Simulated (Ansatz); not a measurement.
GeH₈OSi₂, SMILES O[SiH2][SiH2][GeH3]: an atomisation energy, run with the Python package of Ansatz (0.2.0).

`tae_geh8osi2.py`:
```python
# -*- coding: utf-8 -*-
"""Atomisation energy of GeH8OSi2 at the given geometry."""

from collections import Counter

import ansatz as az


def total_energy(molecule, charge=0, unpaired=0):
    calc = (
        molecule.calculation()
        .basis(gaussian="6-31G*")
        .functional("pbe")
        .scf(lower_state_search="off")
    )
    if charge:
        calc = calc.charge(charge)
    if unpaired:
        calc = calc.spin("collinear", total=unpaired)
    report = calc.run().report
    if report["published_state_doubts"]:
        print("  doubts:", report["published_state_doubts"])
    return report["free_energy_ev"]

GEOMETRY = """
O    -1.74500    1.23120   -0.83980
Si   -0.50860    1.53180    0.25070
Si    0.15170   -0.42860    1.04090
Ge    0.96590   -1.74630   -0.70550
H    -2.02750    2.17460   -1.19270
H    -0.96750    2.39800    1.35940
H     0.63860    2.19550   -0.43850
H    -0.88890   -1.07480    1.74640
H     1.30300   -0.19860    2.03150
H     2.06220   -1.05050   -1.41340
H    -0.29560   -1.96890   -1.66630
H     1.38860   -3.11860   -0.13880
"""


def main():
    system = az.Crystal.molecule()
    for line in GEOMETRY.strip().splitlines():
        symbol, *xyz = line.split()
        system = system.atom(symbol, [float(v) for v in xyz])

    # unpaired electrons of the ground-state atoms
    unpaired = {"O": 2, "Si": 2, "Ge": 2, "H": 1}
    counts = Counter(site.symbol for site in system.cartesian_sites)
    atom_energy = {s: total_energy(az.Crystal.molecule().atom(s, (0, 0, 0)), 0, unpaired[s]) for s in counts}
    whole = total_energy(system, 0, 0)
    for s, e in atom_energy.items():
        print(f"{s:2s} x{counts[s]}  {e:14.5f} eV")
    print(f"GeH8OSi2: {whole:.5f} eV")
    split = sum(counts[s] * e for s, e in atom_energy.items()) - whole
    print(f"atomisation energy (no zero-point term): {23.060548 * split:.1f} kcal/mol, {split / sum(counts.values()):.3f} eV an atom")


if __name__ == "__main__":
    main()
```

What does it cost to take this molecule apart into atoms?

821.1 kcal/mol from the electronic energies, without the zero-point term.

What the script printed:

Output of `python tae_geh8osi2.py`:
```text
O  x1     -2040.14094 eV
Si x2     -7869.58850 eV
Ge x1    -56499.84710 eV
H  x8       -13.53580 eV
GeH8OSi2: -74423.05635 eV
atomisation energy (no zero-point term): 821.1 kcal/mol, 2.967 eV an atom
```

The settings weren't tested for convergence. The geometry is a force-field or estimated start, not a minimum of this method, and the basis set is short of its limit. All parts are taken at fixed geometry, without zero-point energy. This functional overbinds, so such energies come out a few per cent too high (LDA far more). It ran for 2.7 s on 1 thread of Arm Neoverse V2, on a shared host, peak memory 0.2 GiB.

(A comment or docstring line of the script was reworded after the run, the code is as it ran; lines on the test bed's own set-up are left out of the output.)
